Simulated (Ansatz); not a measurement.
## B₂BrH₃, SMILES BBBr: the interaction energy of a dimer with the counterpoise correction, step by step

Computed with the Python package of Ansatz (0.2.0).

Notebook, run cell by cell (the value of a cell's last expression is shown):

**Cell 1**
```python
import ansatz

FIRST = [
    ("B", (-0.2329, -0.0344, -0.8478)),
    ("B", (0.2949, -0.194, 0.6777)),
    ("Br", (-0.077, 1.2053, 2.0557)),
    ("H", (-0.8244, 0.9892, -1.1412)),
    ("H", (-0.0758, -0.8218, -1.6973)),
    ("H", (0.9153, -1.1441, 0.9529)),
]
SECOND = [
    ("B", (5.5552, 4.6432, 1.7793)),
    ("B", (4.1108, 4.1764, 2.3511)),
    ("Br", (3.4721, 2.2938, 2.1433)),
    ("H", (6.2212, 3.8209, 1.176)),
    ("H", (6.0035, 5.7173, 1.8871)),
    ("H", (3.4393, 4.9734, 2.8776)),
]
```

**Cell 2**
```python
def energy(atoms, ghosts=()):
    molecule = ansatz.Crystal.molecule()
    for symbol, xyz in atoms:
        molecule = molecule.atom(symbol, xyz)
    calc = (
        molecule.calculation()
        .basis(gaussian="def2-SVP")
        .functional("b3lyp")
    )
    deck = calc.input()
    if ghosts:
        deck = deck.set(ansatz.key.basis.gaussian.ghost_atoms, [{"symbol": s, "position_ang": list(xyz)} for s, xyz in ghosts])
    return ansatz.Session.from_dict(deck).plan().execute().report["free_energy_ev"]

both = energy(FIRST + SECOND)
alone = energy(FIRST) + energy(SECOND)
ghosted = energy(FIRST, SECOND) + energy(SECOND, FIRST)
print(f"dimer {both:.6f} eV")
print(f"interaction, uncorrected   {96.485332 * (both - alone):8.3f} kJ/mol")
print(f"interaction, counterpoise  {96.485332 * (both - ghosted):8.3f} kJ/mol")
print(f"basis-set superposition    {96.485332 * (alone - ghosted):8.3f} kJ/mol")
```
Output:
```text
dimer -142875.979275 eV
interaction, uncorrected      3.346 kJ/mol
interaction, counterpoise     5.971 kJ/mol
basis-set superposition       2.625 kJ/mol
```

Uncorrected it is 3.346 kJ/mol, with the counterpoise correction 5.971 kJ/mol; the difference, 2.62 kJ/mol, is the superposition error. In this basis both values are repulsive.

Total energies depend on the basis set; only differences at equal settings carry meaning. The dimer is a generated trial pose of unrelaxed monomers, not a minimum, so the figure is no binding energy, and the basis set is small. b3lyp holds the VWN-RPA fit, as in Gaussian; the form of ORCA and Turbomole is b3lyp5. This level lacks the dispersion part of the attraction (electrostatics and induction are there), which can decide the sign where the interaction is weak. Timing: 23 s on 1 thread of Arm Neoverse V1 (shared host), peak memory 0.45 GiB.

(Lines on the test bed's own set-up are left out of the output.)
